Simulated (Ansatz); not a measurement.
# Nickel, bcc under LDA: structure, energy and stiffness

Aim: take nickel in the bcc structure, relax it, solve it on a dense k-mesh, switch on spin-orbit coupling, then scale the cell to 7 volumes from 88 to 112 % of the relaxed one and try a fit of the equation of state. The start is ferromagnetic. The k-meshes are 16×16×16 for the relaxation; 26×26×26 for the dense run; 16×16×16 for spin-orbit coupling; 18×18×18 for the volumes.

This is Ni in the bcc structure; at room conditions it is fcc.

Computed with Ansatz 0.2.0 (DFT LDA (PW92), plane waves (420 eV) with PAW, scalar-relativistic; PBE-made PAW files, unless a step says otherwise).

## (1) The system as given

The structure is cubic, space group Im-3m (No. 229). The conventional cell has a = 2.797 Å, b = 2.797 Å, c = 2.797 Å, α = 90.00°, β = 90.00°, γ = 90.00°. Ni (site symmetry m-3m) is surrounded by 8 Ni at 2.42 Å.

As a file:

```
CELL_PARAMETERS angstrom
-1.39845 1.39845 1.39845
1.39845 -1.39845 1.39845
1.39845 1.39845 -1.39845
ATOMIC_POSITIONS crystal
Ni 0.00000 0.00000 0.00000
```

Starting moments (μB): +0.8.

## (2) Relaxing cell and atoms

File input.yaml:

```yaml
crystal:
  lattice:
    - [-1.3984527048, 1.3984527048, 1.3984527048]
    - [1.3984527048, -1.3984527048, 1.3984527048]
    - [1.3984527048, 1.3984527048, -1.3984527048]
  atoms:
    - { symbol: Ni, position: [0.0, 0.0, 0.0], spin: 0.8 }
hamiltonian:
  xc: lda
  pseudopotentials:
    kind: paw
    azcp:
      Ni: "pseudopotentials/Ni.paw.azcp"
basis:
  ecutwfc: 420
  fft_grid_basis: typed
kpoints:
  mp_grid: { grid: [16, 16, 16], shift: [0, 0, 0] }
magnetization:
  spin_polarized: true
scf:
  occupations: { method: fermi_dirac, width: 0.05 }
relax:
  max_steps: 60
  f_tol: 0.01
  cell: {}
```

After this run come: Dense single point; A two-component run at the same geometry; Volume × 0.88; Volume × 0.92; Volume × 0.96; Volume × 1.0; Volume × 1.04; Volume × 1.08; Volume × 1.12.

**Question.** What will these runs give? Wanted: space group; conventional cell; volume; shortest distance; gap on the mesh; magnetic state; relative to fcc, ferromagnetic; magnetic state with spin-orbit coupling.

**Answer**, as computed:

| quantity | value |
| --- | --- |
| space group (spins left aside) | Im-3m (No. 229) |
| conventional cell | a = 2.723 Å |
| volume | 10.092 Å³/atom |
| shortest distance | 2.358 Å |
| gap on the mesh | none (levels filled in part) |
| magnetic state | ferromagnetic, up to 0.36 μB per atom |
| relative to fcc, ferromagnetic | +108 meV/atom |
| magnetic state with spin-orbit coupling | ferromagnetic, up to 0.44 μB per atom |

**Reading.** The relaxation shrank the cell by 7.7 % in volume. It lies 108 meV/atom above the element's reference form at the same level (fcc, ferromagnetic, from a run of its own). It ends ferromagnetic, with up to 0.36 μB per atom. No gap shows: it is a metal or semimetal at this level. The largest spin moment is 0.44 μB in the spin-orbit run and 0.36 μB without; mesh and site projection of the two kinds of run can differ, so the change can't be laid on spin-orbit coupling. Totals with and without spin-orbit coupling (-0.30 eV/atom apart) can't be read as binding, since the two-component data shift the zero of energy. The symmetry was held, so the structure may be unstable against distortions that break it.
